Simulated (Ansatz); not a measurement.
**GeH3(NHtBu) (C₄H₁₃GeN): geometry, orbitals and charge**

Aim: characterise GeH3(NHtBu) (C₄H₁₃GeN) as a singlet: its structure, frontier levels and distribution of charge.

Computed with Ansatz 0.2.0, Gaussian basis. Level: RKS PBE0-D4/def2-TZVP.

The runs, in order: relaxation at r2SCAN-D4/def2-SVP; a single point at PBE0-D4/def2-TZVP.

2 further runs of the same task are left out: 2 set aside as unsound or not needed.

## 1. The starting structure

19 atoms, charge 0, spin multiplicity 1.

Atoms are counted from 1 here; the program's logs count them from 0.

Bond lengths: Ge1–H2 1.493 Å, Ge1–H3 1.496 Å, Ge1–H4 1.512 Å, Ge1–N5 1.805 Å, N5–C6 1.457 Å, N5–H10 1.012 Å, C6–C7 1.525 Å, C6–C8 1.533 Å, C6–C9 1.534 Å, C7–H11 1.087 Å, C7–H12 1.090 Å, C7–H13 1.087 Å, C8–H14 1.087 Å, C8–H15 1.087 Å, C8–H16 1.088 Å, C9–H17 1.089 Å, C9–H18 1.089 Å, C9–H19 1.087 Å. Angles: H2–Ge1–H3 110.3°, H2–Ge1–H4 108.8°, H2–Ge1–N5 104.5°, H3–Ge1–H4 107.8°, H3–Ge1–N5 108.9°, H4–Ge1–N5 116.5°, Ge1–N5–C6 126.4°, Ge1–N5–H10 113.5°, C6–N5–H10 109.8°, N5–C6–C7 108.6°, N5–C6–C8 108.1°, N5–C6–C9 111.2°, C7–C6–C8 109.7°, C7–C6–C9 109.7°, C8–C6–C9 109.6°, C6–C7–H11 110.6°, C6–C7–H12 109.9°, C6–C7–H13 109.7° and more.

Geometry (Å):

```mol
C4H13GeN
  3D, bonds by distance, orders not assigned

 19 18  0  0  0  0  0  0  0  0999 V2000
    1.0225    1.3993    1.6992 Ge  0  0
    0.7114    1.5252    3.1542 H   0  0
    2.4481    0.9900    1.5077 H   0  0
    0.8363    2.7483    1.0429 H   0  0
   -0.0505    0.0686    1.1205 N   0  0
   -0.2434   -0.3468   -0.2623 C   0  0
    1.1113   -0.3545   -0.9620 C   0  0
   -0.8290   -1.7634   -0.2558 C   0  0
   -1.1986    0.6017   -0.9971 C   0  0
   -0.9286    0.0121    1.6201 H   0  0
    1.0172   -0.7391   -1.9743 H   0  0
    1.5114    0.6582   -1.0075 H   0  0
    1.8074   -0.9788   -0.4068 H   0  0
   -0.1673   -2.4338    0.2869 H   0  0
   -0.9480   -2.1318   -1.2716 H   0  0
   -1.8022   -1.7713    0.2312 H   0  0
   -0.7909    1.6118   -0.9918 H   0  0
   -2.1699    0.6184   -0.5051 H   0  0
   -1.3372    0.2860   -2.0284 H   0  0
  1  2  8  0
  1  3  8  0
  1  4  8  0
  1  5  8  0
  5  6  8  0
  5 10  8  0
  6  7  8  0
  6  8  8  0
  6  9  8  0
  7 11  8  0
  7 12  8  0
  7 13  8  0
  8 14  8  0
  8 15  8  0
  8 16  8  0
  9 17  8  0
  9 18  8  0
  9 19  8  0
M  END
```

The start is a GFN2-xTB geometry.

## 2. Optimising with r2SCAN-D4/def2-SVP

Contents of in.yaml:

```yaml
crystal:
  periodic: [false, false, false]
  atoms:
    - {symbol: Ge, position_ang: [1.022500, 1.399340, 1.699210]}
    - {symbol: H, position_ang: [0.711360, 1.525200, 3.154160]}
    - {symbol: H, position_ang: [2.448120, 0.989990, 1.507730]}
    - {symbol: H, position_ang: [0.836300, 2.748270, 1.042860]}
    - {symbol: N, position_ang: [-0.050540, 0.068580, 1.120470]}
    - {symbol: C, position_ang: [-0.243350, -0.346750, -0.262280]}
    - {symbol: C, position_ang: [1.111260, -0.354550, -0.962050]}
    - {symbol: C, position_ang: [-0.828960, -1.763440, -0.255840]}
    - {symbol: C, position_ang: [-1.198640, 0.601670, -0.997110]}
    - {symbol: H, position_ang: [-0.928630, 0.012110, 1.620130]}
    - {symbol: H, position_ang: [1.017240, -0.739120, -1.974310]}
    - {symbol: H, position_ang: [1.511380, 0.658210, -1.007500]}
    - {symbol: H, position_ang: [1.807400, -0.978770, -0.406760]}
    - {symbol: H, position_ang: [-0.167250, -2.433830, 0.286890]}
    - {symbol: H, position_ang: [-0.948000, -2.131830, -1.271570]}
    - {symbol: H, position_ang: [-1.802170, -1.771320, 0.231230]}
    - {symbol: H, position_ang: [-0.790870, 1.611840, -0.991800]}
    - {symbol: H, position_ang: [-2.169930, 0.618370, -0.505100]}
    - {symbol: H, position_ang: [-1.337210, 0.286030, -2.028380]}
basis:
  gaussian: {orbitals: def2-SVP}
hamiltonian: {xc: r2scan, dispersion: d4}
scf: {lower_state_search: "off"}
output: {orbitals: {seedname: orbitals}}
relax: {f_tol: 0.02, max_steps: 100}
```

On the command line:

```sh
> ansatz run in.yaml --threads 4 --pin off --events-out ev --progress --plain --max-ram 4787MiB
```

After this run come: Single point, PBE0-D4/def2-TZVP.

Q: Predict the results of all the runs planned. Wanted: point group; commonest bond, hydrogen aside; HOMO, LUMO at PBE0-D4/def2-TZVP; dipole at r2SCAN-D4/def2-SVP.

**Answer**, as computed:

| quantity | value |
| --- | --- |
| point group | C1 |
| commonest bond, hydrogen aside | C–C, 3 of mean length 1.534 Å |
| HOMO, LUMO at PBE0-D4/def2-TZVP | -6.55, 0.55 eV |
| dipole at r2SCAN-D4/def2-SVP | 0.93 D |

In words: The molecule keeps its bonding pattern by the stored test; the atoms moved 0.06 Å (rms). No usable vibrations, so a minimum isn't proven. The point group is read from a loosely relaxed geometry; soft torsions can leave it below the true symmetry.
